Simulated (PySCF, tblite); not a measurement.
# C6H9O3 radical: geometry, infrared bands and EPR parameters

What infrared bands and EPR parameters should C6H9O3 radical (`CO/C=C/[C@@]1(OC)[CH]O1`) show?

The runs use tblite 0.8.0 and PySCF 2.14.0, with density-fitted response routines of our own; the level of theory stands in each step. All values are computed, except where a source is named. Atoms count from 0, in the outputs and in this text.

## (1) The molecule as given

18 atoms, charge 0, multiplicity 2; geometry from: force field or distance geometry start.

Bonds of the start (Å): C0–O1 1.44, O1–C2 1.37, C2–C3 1.33, C3–C4 1.49, C4–O5 1.46, O5–C6 1.42, C4–C7 1.46, C7–O8 1.37, O8–C4 1.43, C0–H9 1.08, C0–H10 1.10, C0–H11 1.09, C2–H12 1.10, C3–H13 1.09, C6–H14 1.09, C6–H15 1.09, C6–H16 1.10, C7–H17 1.09.

## (2) Optimising the geometry with GFN2-xTB

Job settings and geometry (Å):

```
{"job": {"kind": "relax", "xc": "GFN2-xTB", "basis": "xTB"}, "charge": 0, "multiplicity": 2}
C      2.793800     0.667800    -1.169200
O      1.590000     1.451600    -1.105900
C      0.560900     0.924300    -0.379000
C      0.464600    -0.231100     0.269500
C     -0.725000    -0.724900     1.020200
O     -1.484100    -1.830800     0.448800
C     -2.420100    -1.411200    -0.532700
C     -0.552600    -0.631600     2.464300
O     -1.487900     0.155100     1.849900
H      3.509700     1.224400    -1.762200
H      2.595100    -0.288500    -1.667500
H      3.209100     0.513100    -0.170600
H     -0.282000     1.630500    -0.399700
H      1.309500    -0.925700     0.282200
H     -1.915700    -0.935300    -1.373600
H     -2.955800    -2.297200    -0.878100
H     -3.147700    -0.719600    -0.091300
H     -1.070400    -1.262900     3.183300
```

Started as:

```sh
$ OMP_NUM_THREADS=1 python probes_run.py task.json out
```

One launch serves the whole session: the jobs run in the order shown.

What it wrote:

```text
step      E/eV     max force
  0    -802.06101    1.905
  1    -802.20268    1.059
  2    -802.28667    0.950
  3    -802.32804    0.635
  4    -802.35539    0.305
  5    -802.36220    0.253
  6    -802.36876    0.166
  7    -802.37193    0.174
  8    -802.37626    0.228
  9    -802.37964    0.207
 10    -802.38219    0.125
 11    -802.38390    0.123
 12    -802.38572    0.119
 13    -802.38800    0.166
 14    -802.39070    0.159
 15    -802.39341    0.125
 16    -802.39580    0.119
 17    -802.39784    0.110
 18    -802.39962    0.117
 19    -802.40109    0.120
 20    -802.40223    0.078
 21    -802.40312    0.088
 22    -802.40391    0.099
 23    -802.40471    0.100
 24    -802.40539    0.077
 25    -802.40585    0.055
 26    -802.40624    0.055
 27    -802.40669    0.088
 28    -802.40727    0.119
 29    -802.40791    0.116
 30    -802.40854    0.075
 31    -802.40914    0.090
 32    -802.40975    0.086
 33    -802.41028    0.079
 34    -802.41069    0.060
 35    -802.41104    0.049
 36    -802.41144    0.059
 37    -802.41191    0.067
 38    -802.41238    0.062
 39    -802.41278    0.051
 40    -802.41313    0.049
 41    -802.41352    0.054
 42    -802.41392    0.059
 43    -802.41431    0.052
 44    -802.41473    0.052
 45    -802.41529    0.070
 46    -802.41601    0.096
 47    -802.41674    0.085
 48    -802.41733    0.049
 49    -802.41778    0.056
 50    -802.41822    0.060
 51    -802.41863    0.064
 52    -802.41895    0.054
 53    -802.41925    0.046
 54    -802.41968    0.066
 55    -802.42046    0.123
 56    -802.42171    0.157
 57    -802.42317    0.135
 58    -802.42423    0.121
 59    -802.42536    0.141
 60    -802.42658    0.117
 61    -802.42835    0.097
 62    -802.42921    0.058
 63    -802.42981    0.043
 64    -802.43014    0.042
 65    -802.43059    0.060
 66    -802.43096    0.054
 67    -802.43118    0.031
 68    -802.43133    0.026
 69    -802.43149    0.029
 70    -802.43171    0.038
 71    -802.43190    0.041
 72    -802.43204    0.028
 73    -802.43216    0.027
 74    -802.43228    0.025
 75    -802.43239    0.028
 76    -802.43247    0.026
 77    -802.43254    0.019
 78    -802.43263    0.021
 79    -802.43275    0.029
 80    -802.43292    0.035
 81    -802.43315    0.046
 82    -802.43344    0.054
 83    -802.43385    0.064
 84    -802.43444    0.058
 85    -802.43503    0.052
 86    -802.43548    0.072
 87    -802.43578    0.051
 88    -802.43613    0.045
 89    -802.43641    0.049
 90    -802.43669    0.036
 91    -802.43692    0.028
 92    -802.43708    0.026
 93    -802.43720    0.025
 94    -802.43730    0.020
 95    -802.43738    0.017
 96    -802.43744    0.017
 97    -802.43750    0.018
 98    -802.43755    0.017
 99    -802.43761    0.018
100    -802.43768    0.022
101    -802.43778    0.031
102    -802.43791    0.033
103    -802.43811    0.038
104    -802.43839    0.037
105    -802.43873    0.061
106    -802.43863    0.072
107    -802.43914    0.086
108    -802.43927    0.046
109    -802.43945    0.034
110    -802.43955    0.029
111    -802.43967    0.026
112    -802.43983    0.031
113    -802.44010    0.038
114    -802.44036    0.034
115    -802.44059    0.035
116    -802.44077    0.043
117    -802.44089    0.029
118    -802.44100    0.029
119    -802.44109    0.027
120    -802.44120    0.017
121    -802.44127    0.015
122    -802.44136    0.020
123    -802.44141    0.016
124    -802.44144    0.011
125    -802.44146    0.012
126    -802.44148    0.011
127    -802.44149    0.009
```

It took 0.67 s on 1 thread of Arm Neoverse V2, shared host.

Relaxation path: (not every step is listed)

| step | energy from step 0 (eV) | largest force (eV/Å) |
| --- | --- | --- |
| 0 | 0.0000 | 1.9052 |
| 1 | -0.1417 | 1.0590 |
| 2 | -0.2257 | 0.9498 |
| 3 | -0.2670 | 0.6353 |
| 4 | -0.2944 | 0.3049 |
| 5 | -0.3012 | 0.2531 |
| 6 | -0.3077 | 0.1658 |
| 7 | -0.3109 | 0.1736 |
| 8 | -0.3152 | 0.2279 |
| 19 | -0.3401 | 0.1199 |
| 30 | -0.3475 | 0.0747 |
| 41 | -0.3525 | 0.0542 |
| 52 | -0.3579 | 0.0536 |
| 63 | -0.3688 | 0.0430 |
| 74 | -0.3713 | 0.0252 |
| 85 | -0.3740 | 0.0522 |
| 96 | -0.3764 | 0.0172 |
| 107 | -0.3781 | 0.0861 |
| 118 | -0.3800 | 0.0291 |
| 122 | -0.3804 | 0.0198 |
| 123 | -0.3804 | 0.0163 |
| 124 | -0.3804 | 0.0110 |
| 125 | -0.3804 | 0.0116 |
| 126 | -0.3805 | 0.0106 |
| 127 | -0.3805 | 0.0094 |

Close pairs (by a distance rule), those that changed most:

| bond | before (Å) | after (Å) | change (Å) |
| --- | --- | --- | --- |
| C4–O5 | 1.458 | 1.379 | -0.079 |
| C0–O1 | 1.438 | 1.410 | -0.028 |
| O1–C2 | 1.366 | 1.345 | -0.021 |
| C2–H12 | 1.100 | 1.082 | -0.018 |
| C3–H13 | 1.094 | 1.078 | -0.016 |
| C7–H17 | 1.088 | 1.074 | -0.014 |
| C4–O8 | 1.430 | 1.439 | +0.009 |
| C3–C4 | 1.491 | 1.484 | -0.007 |

The final coordinates are the input of the step that follows.

## (3) Vibrational analysis with GFN2-xTB

Job settings and geometry (Å):

```
{"job": {"kind": "ir", "xc": "GFN2-xTB", "basis": "xTB"}, "charge": 0, "multiplicity": 2}
C      2.609240     0.649242    -1.282365
O      1.673621     1.537780    -0.713820
C      0.661423     1.006510    -0.005389
C      0.404073    -0.274709     0.238335
C     -0.747303    -0.703544     1.070039
O     -1.466409    -1.788443     0.613028
C     -2.155474    -1.546694    -0.603272
C     -0.792304    -0.429855     2.495782
O     -1.545359     0.338242     1.659903
H      3.349217     1.271279    -1.782202
H      2.132940    -0.012221    -2.012844
H      3.096674     0.043486    -0.512636
H      0.020682     1.784985     0.387519
H      1.001522    -1.090349    -0.136264
H     -1.454494    -1.341665    -1.418374
H     -2.716934    -2.453944    -0.814087
H     -2.840139    -0.700266    -0.496387
H     -1.239737    -0.981913     3.301379
```

What it wrote:

```text
mode    cm-1     km/mol
  1      40.7      1.40
  2      68.8      3.42
  3     102.4      2.60
  4     139.6      0.39
  5     166.0      1.08
  6     214.5      1.63
  7     228.0      2.64
  8     263.2      9.18
  9     295.8      2.44
 10     371.8      5.99
 11     433.2     10.23
 12     481.5      5.34
 13     571.9      9.61
 14     598.8      4.83
 15     725.7     13.50
 16     778.6     31.53
 17     819.3     18.39
 18     901.3     84.35
 19     971.3     61.92
 20     978.2     35.32
 21     982.4     14.35
 22    1037.9     65.11
 23    1121.1      5.62
 24    1126.0     38.57
 25    1129.7    136.42
 26    1140.6      2.60
 27    1153.8     41.03
 28    1176.0    110.43
 29    1198.4     53.69
 30    1270.2     16.58
 31    1281.7      1.50
 32    1391.6      0.53
 33    1398.0      0.59
 34    1446.8     84.71
 35    1458.0      2.88
 36    1463.9      6.98
 37    1478.2      2.67
 38    1479.9      7.31
 39    1705.4    283.70
 40    2935.9     35.04
 41    2938.5     37.76
 42    2953.9     41.06
 43    2954.1      9.63
 44    3032.0     14.40
 45    3034.2     10.40
 46    3072.7      6.92
 47    3076.2     19.94
 48    3108.5     22.47
```

It took 0.49 s on 1 thread of Arm Neoverse V2, shared host.

The strongest bands and the atoms that carry them (share of the mass-weighted mode):

| cm⁻¹ | km/mol | atoms |
| --- | --- | --- |
| 901 | 84.3 | C4 28 %, C3 22 %, H17 13 % |
| 971 | 61.9 | C0 25 %, H17 17 %, O1 14 %, C2 12 % |
| 1038 | 65.1 | O5 40 %, C6 35 % |
| 1130 | 136.4 | C4 18 %, H16 18 %, O5 11 %, C6 10 % |
| 1176 | 110.4 | H15 15 %, O1 14 %, C4 11 % |
| 1198 | 53.7 | H13 33 %, O1 23 %, C2 19 % |
| 1447 | 84.7 | C4 38 %, C7 38 %, O8 17 % |
| 1705 | 283.7 | C2 51 %, C3 43 % |

## (4) EPR parameters: B3LYP/pcH-1

Same as in step 3 but for these lines:

```diff
@@ -1,2 +1,2 @@
-{"job": {"kind": "ir", "xc": "GFN2-xTB", "basis": "xTB"}, "charge": 0, "multiplicity": 2}
+{"job": {"kind": "epr", "basis": "pcH-1"}, "charge": 0, "multiplicity": 2}
 C      2.609240     0.649242    -1.282365
```

Method: UKS B3LYP, pcH-1 on C H O, non-relativistic, mean-field spin-orbit, GIAO.

What it wrote:

```text
UKS, coarse grid
  cycle   1  E = -459.45037776  |g| = 6.51e-01
  cycle   2  E = -459.19458775  |g| = 1.08e+00
  cycle   3  E = -459.58632158  |g| = 1.67e-01
  cycle   4  E = -459.59597537  |g| = 7.21e-02
  cycle   5  E = -459.59788893  |g| = 2.15e-02
  cycle   6  E = -459.59807610  |g| = 5.93e-03
  cycle   7  E = -459.59809162  |g| = 1.65e-03
  cycle   8  E = -459.59809338  |g| = 9.11e-04
UKS, final grid
  cycle   1  E = -459.59802871  |g| = 1.21e-03
  cycle   2  E = -459.59802769  |g| = 2.03e-03
  cycle   3  E = -459.59802934  |g| = 2.76e-04
  cycle   4  E = -459.59802938  |g| = 8.46e-05
  cycle   5  E = -459.59802938  |g| = 5.30e-05
  cycle   6  E = -459.59802938  |g| = 1.31e-05
E = -459.59802938 Eh   <S^2> = 0.7529 (exact 0.7500)
g shifts (ppm)      1          2          3
  rmc          -197       -197       -197
  gc              5         40         14
  oz_so          67        708       2527
  total        -125        551       2345
hyperfine (MHz)  atom isotope    a_iso     a_fc   dipolar eigenvalues
    0   13C      -0.07      -0.07     -0.15     -0.13      0.28
    1   17O      -0.33      -0.33     -0.38     -0.02      0.40
    2   13C      -1.38      -1.38     -1.37     -0.02      1.39
    3   13C       1.39       1.39     -1.68     -1.05      2.72
    4   13C      -1.62      -1.62     -2.78     -0.86      3.63
    5   17O      -8.16      -8.16     -2.06      0.65      1.41
    6   13C      10.24      10.24     -0.90     -0.88      1.78
    7   13C     368.33     368.33    -69.28    -64.58    133.86
    8   17O     -27.97     -27.97    -73.63     34.12     39.51
    9    1H      -0.05      -0.05     -0.34     -0.34      0.68
   10    1H      -0.11      -0.11     -0.51     -0.47      0.98
   11    1H      -0.01      -0.01     -0.68     -0.64      1.32
   12    1H       0.38       0.38     -3.04     -2.54      5.58
   13    1H      -0.60      -0.60     -2.17     -1.78      3.95
   14    1H      -0.17      -0.17     -1.24     -1.02      2.26
   15    1H       0.99       0.99     -1.04     -0.86      1.91
   16    1H      -0.36      -0.36     -2.09     -1.29      3.39
   17    1H      88.94      88.94    -28.42     -6.28     34.69
```

Wall time 96 s (1 thread of Arm Neoverse V2, shared host); peak memory 1.1 GiB.

Principal g values 2.00219, 2.00287, 2.00466; g(iso) = 2.00324, against 2.00232 for a free electron.

Hyperfine couplings; where a row names several nuclei, a(iso) is their mean (it holds for fast rotation or exchange) and the dipolar term the largest among them:

| nuclei | isotope | a(iso) (MHz) | a(iso) (G, at g = 2.0023) | largest dipolar term (MHz) |
| --- | --- | --- | --- | --- |
| C7 | 13C | 368.3 | 131.4 | 133.9 |
| H17 | 1H | 88.9 | 31.7 | 34.7 |
| O8 | 17O | -28.0 | -10.0 | -73.6 |
| C6 | 13C | 10.2 | 3.7 | 1.8 |
| O5 | 17O | -8.2 | -2.9 | -2.1 |
| C4 | 13C | -1.6 | -0.6 | 3.6 |
| C3 | 13C | 1.4 | 0.5 | 2.7 |
| C2 | 13C | -1.4 | -0.5 | 1.4 |
| H13 | 1H | -0.6 | -0.2 | 4.0 |
| H12 | 1H | 0.4 | 0.1 | 5.6 |
| O1 | 17O | -0.3 | -0.1 | 0.4 |
| H14, H15, H16 | 1H | 0.2 | 0.1 | 3.4 |
| C0 | 13C | -0.1 | 0.0 | 0.3 |
| H9, H10, H11 | 1H | -0.1 | 0.0 | 1.3 |

Mulliken spin populations:

C0 0.00; O1 0.00; C2 0.00; C3 0.01; C4 -0.04; O5 0.00; C6 0.00; C7 0.85; O8 0.16; H9 0.00; H10 0.00; H11 0.00; H12 0.00; H13 0.00; H14 0.00; H15 0.00; H16 0.00; H17 0.02

In first order the couplings over 0.8 MHz of 1H give 2 distinct lines over 31.7 G, if the averaged nuclei exchange fast.

Orbitals, density, ELF and potential are computed afterwards from the orbital file.

ELF in a plane through or near 7 of the atoms.

Values, 10 rows by 14 columns:
```
0.00 0.00 0.00 0.00 0.00 0.00 0.00 0.00 0.00 0.00 0.00 0.00 0.00 0.00
0.00 0.00 0.00 0.00 0.00 0.00 0.00 0.29 0.41 0.06 0.01 0.00 0.00 0.00
0.00 0.00 0.00 0.00 0.00 0.01 0.01 0.82 0.90 0.91 0.89 0.01 0.00 0.00
0.00 0.00 0.00 0.01 0.00 0.11 0.52 0.12 0.24 0.59 0.24 0.01 0.00 0.00
0.00 0.01 0.29 0.32 0.35 0.09 0.63 0.91 0.38 0.17 0.06 0.00 0.00 0.00
0.00 0.13 0.98 0.82 0.33 0.02 0.77 0.47 0.64 0.73 0.38 0.00 0.00 0.00
0.00 0.00 0.18 0.29 1.00 0.36 0.10 0.06 0.61 0.52 0.75 0.07 0.00 0.00
0.00 0.00 0.00 0.05 0.75 0.06 0.00 0.86 0.79 0.84 1.00 0.26 0.00 0.00
0.00 0.00 0.00 0.00 0.00 0.00 0.00 0.02 0.03 0.06 0.29 0.00 0.00 0.00
0.00 0.00 0.00 0.00 0.00 0.00 0.00 0.00 0.00 0.00 0.00 0.00 0.00 0.00
```
The map spans 13.4 Å across and 10.1 Å up, centred on the molecule. Atoms in the plane (x, y in Å): C0 (-3.0, -0.3), C3 (-0.3, 0.3), C4 (1.2, 0.6), C7 (1.6, 2.0), H9 (-4.1, -0.3), H10 (-2.6, -1.3), H15 (2.9, -2.1).

On the surface of density 0.002 e/bohr³ the electrostatic potential runs, from the 1st to the 99th percentile, from -1.19 V near O5 to 1.02 V near H13.

The spin density lies nearest to C7 68 %; O8 19 %; H17 8 %.

## (5) Results

```
                                 quantity                  value
strongest single infrared mode (GFN2-xTB)  1705 cm⁻¹, 284 km/mol
             zero-point energy (GFN2-xTB)          86.8 kcal/mol
                           g(iso) (B3LYP)                2.00324
                                     ⟨S²⟩     0.753 (exact 0.75)
       largest a(iso) (averaged by class)   13C on C7, 368.3 MHz
    surface potential, 1st and 99th percentile     -1.19 V and 1.02 V
```

The optimisation took 127 steps and gained 0.380 eV; among the close pairs (by a distance rule), C4–O5 changed most, from 1.458 to 1.379 Å. No mode is imaginary among the 48: a minimum at this level. The strongest single mode, at 1705 cm⁻¹, moves mainly C2 and C3. GFN2-xTB is a fitted tight-binding method: band positions and strengths are rough. Its intensities can rank the bands wrongly. Most of the unpaired spin sits on C7 (0.85 e). The isotropic g lies 0.9 ppt above the free-electron value.
